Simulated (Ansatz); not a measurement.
Working through band-curvature effective masses by finite differences of InSe, space group P-6m2

Computed with the Ansatz DFT code, driven from Python.

Run as a notebook:

```python
import ansatz as az
import numpy as np
from pymatgen.core import Lattice, Structure
from pymatgen.io.ase import AseAtomsAdaptor
```

```python
config = {
    'xc': 'r2scan',
    'ecut': 550,
    'kmesh': (6, 6, 1),
    'filling': 'fixed',
}
```

```python
pmg_structure = Structure(
    Lattice([(4.047329, 0.0, 0.0), (-2.023665, 3.50509, 0.0), (0.0, 0.0, 18.052065)]),
    ['In', 'In', 'In', 'In', 'Se', 'Se', 'Se', 'Se'],
    [
        (0.0, 0.0, 0.577394),
        (0.0, 0.0, 0.422606),
        (1 / 3, 2 / 3, 0.92261),
        (1 / 3, 2 / 3, 0.07739),
        (2 / 3, 1 / 3, 0.853),
        (2 / 3, 1 / 3, 0.147),
        (1 / 3, 2 / 3, 0.647016),
        (1 / 3, 2 / 3, 0.352984),
    ],
)
crystal = az.Crystal.from_ase(AseAtomsAdaptor.get_atoms(pmg_structure))
```

```python
job = (
    crystal.calculation()
    .functional(config['xc'])
    .pseudopotentials('paw')
    .basis(config['ecut'])
    .kpoints(*config['kmesh'])
    .occupations(config['filling'])
)
outcome = job.band_table().run()
data = outcome.report

data['converged'], data['free_energy_ev']
```

    (True, -44365.206027646156)

```python
levels = np.array(data['eigenvalues_ev'])
filled = round(data['n_electrons'] / 2)
edges = {'top filled band': (filled - 1, levels[:, filled - 1].argmax()), 'lowest empty band': (filled, levels[:, filled].argmin())}
gap = levels[:, filled].min() - levels[:, filled - 1].max()
print(f'gap on the mesh {gap:.3f} eV')
if gap <= 0.05:
    print('no gap: band-edge masses have no meaning here')
    edges = {}
reciprocal = 2 * np.pi * np.linalg.inv(outcome.lattice.cell_ang).T
step = 0.008  # 1/A
```

    gap on the mesh 1.139 eV

```python
pairs = [(0, 1), (0, 2), (1, 2)]
moves = [sign * axis for axis in np.eye(3) for sign in (-1, 1)]
moves += [s1 * np.eye(3)[i] + s2 * np.eye(3)[j] for i, j in pairs for s1 in (1, -1) for s2 in (1, -1)]
for name, (band, index) in edges.items():
    together = int(np.sum(np.abs(levels[index] - levels[index, band]) < 2e-3))
    print(name, 'at k =', np.round(data['kpoints_frac'][index], 4), f'E = {levels[index, band]:.4f} eV, degeneracy {together}')
    centre = np.array(data['kpoints_frac'][index]) @ reciprocal
    points = [centre] + [centre + step * move for move in moves]
    table = job.band_structure(points, intervals=1, cartesian=True).run().band_structure().channels[0].eigenvalues_ev
    if together > 1:
        level = np.flatnonzero(np.abs(levels[index] - levels[index, band]) < 2e-3)
        along = (table[1, level] + table[2, level] - 2 * table[0, level]) / step ** 2
        print('  degenerate level, no single mass tensor; masses of its branches along x:', np.round(7.61996 / along, 3), 'm_e')
        continue
    e = table[:, band]
    hessian = np.diag((e[1:7:2] + e[2:7:2] - 2 * e[0]) / step ** 2)
    for (i, j), (pp, pm, mp, mm) in zip(pairs, e[7:].reshape(3, 4)):
        hessian[i, j] = hessian[j, i] = (pp - pm - mp + mm) / (4 * step ** 2)
    curvatures, axes = np.linalg.eigh(hessian)
    slope = (e[2:7:2] - e[1:7:2]) / (2 * step)
    print('  slope (eV A):', np.round(slope, 3) + 0.0, '' if np.abs(slope).max() < 0.05 else '- no extremum here, so these are local curvatures and no band-edge masses')
    for curvature, axis in zip(curvatures, axes.T):
        print(f'  principal mass {7.61996 / curvature:8.3f} m_e along', np.round(axis, 2) + 0.0)
```

    top filled band at k = [0. 0. 0.] E = 5.6785 eV, degeneracy 1
      slope (eV A): [0. 0. 0.]
      principal mass   -0.142 m_e along [0. 0. 1.]
      principal mass   -4.316 m_e along [0. 1. 0.]
      principal mass   -4.317 m_e along [1. 0. 0.]
    lowest empty band at k = [0. 0. 0.] E = 6.8177 eV, degeneracy 1
      slope (eV A): [0. 0. 0.]
      principal mass    0.160 m_e along [0. 0. 1.]
      principal mass    0.154 m_e along [0.02 1.   0.  ]
      principal mass    0.154 m_e along [-1.    0.02  0.  ]

What to keep in mind:
- Total energies depend on the potentials; only differences at equal settings carry meaning. A total without «per atom» is that of the whole cell that was run.
- Semilocal gaps usually lie well under measured ones.
- The computed bands are complete only to about 5.0 eV above the Fermi level.
- The structure comes from a database of computed cells and needn't be a stable or known phase.
- Gaps and levels are Kohn-Sham values on a finite set of k-points, without spin-orbit coupling.
- The masses are finite-difference curvatures at extrema found on a coarse mesh, which needn't be the true band edges; a step that is long against the gap makes them too heavy. At a valence maximum the curvature is negative (the hole mass is its size); mixed signs mark a saddle. Spin-orbit coupling is left out, and light masses scale with the Kohn-Sham gap.
- Finished in 2.6 min on 1 thread of Arm Neoverse V1 (shared host), peak memory 1.1 GiB.
